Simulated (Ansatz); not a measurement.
I need an active-space calculation of BrFGe, SMILES [F][Ge][Br]. Use Ansatz 0.2.0, Python API. Use: Hartree-Fock, def2-SVP basis, multiplicity 1.

`brfge.xyz`
```text
3

F    -0.82120    1.26300   -0.32070
Ge   -0.59050   -0.42770   -0.36660
Br    1.40070   -0.90010    0.67410
```

`run_cas.py`
```python
# -*- coding: utf-8 -*-
"""Static correlation in BrFGe: natural occupations of an active space."""

import ansatz as az


def main():
    mol = az.Crystal.molecule_from_extxyz("brfge.xyz")

    model = (
        mol.calculation()
        .basis(gaussian="def2-SVP")  # atom-centred Gaussian functions
        .correlation(active_electrons=2, active_orbitals=3)  # correlation on top of the mean field
    )
    for method in [None]:
        r = (model if method is None else model.correlation(method)).run().report
        space = r["configurations"]
        state = space["states"][0]
        print(method or "casscf", f"total {r['free_energy_ev'] / 27.211386246:.6f} Ha, active-space state {state['energy']['hartree']:.6f} Ha, mean field {r['reference_energy_ev'] / 27.211386246:.6f} Ha")
        print("  determinants", state["n_determinants"], " natural occupations", [round(n, 3) for n in space["natural_occupations"]])
    print("effectively unpaired electrons, sum of min(n, 2 - n):", round(sum(min(n, 2 - n) for n in space["natural_occupations"]), 3))


if __name__ == "__main__":
    main()
```

```console
$ python run_cas.py
casscf total -4746.660363 Ha, active-space state -4746.660363 Ha, mean field -4746.635420 Ha
  determinants 9  natural occupations [1.926, 0.055, 0.018]
effectively unpaired electrons, sum of min(n, 2 - n): 0.147
```

Total energies depend on the basis set; only differences at equal settings carry meaning. The geometry is a force-field or estimated start, not a minimum of this method, and the basis set is short of its limit. The active space starts as a window about the frontier orbitals and is then optimised, not chosen by chemistry. The whole script took 3.6 s on 1 thread of Intel(R) Xeon(R) 6975P-C (Granite Rapids) (shared host), peak memory 0.26 GiB.

(A comment or docstring line of the script was reworded after the run, the code is as it ran; lines on the test bed's own set-up are left out of the output.)
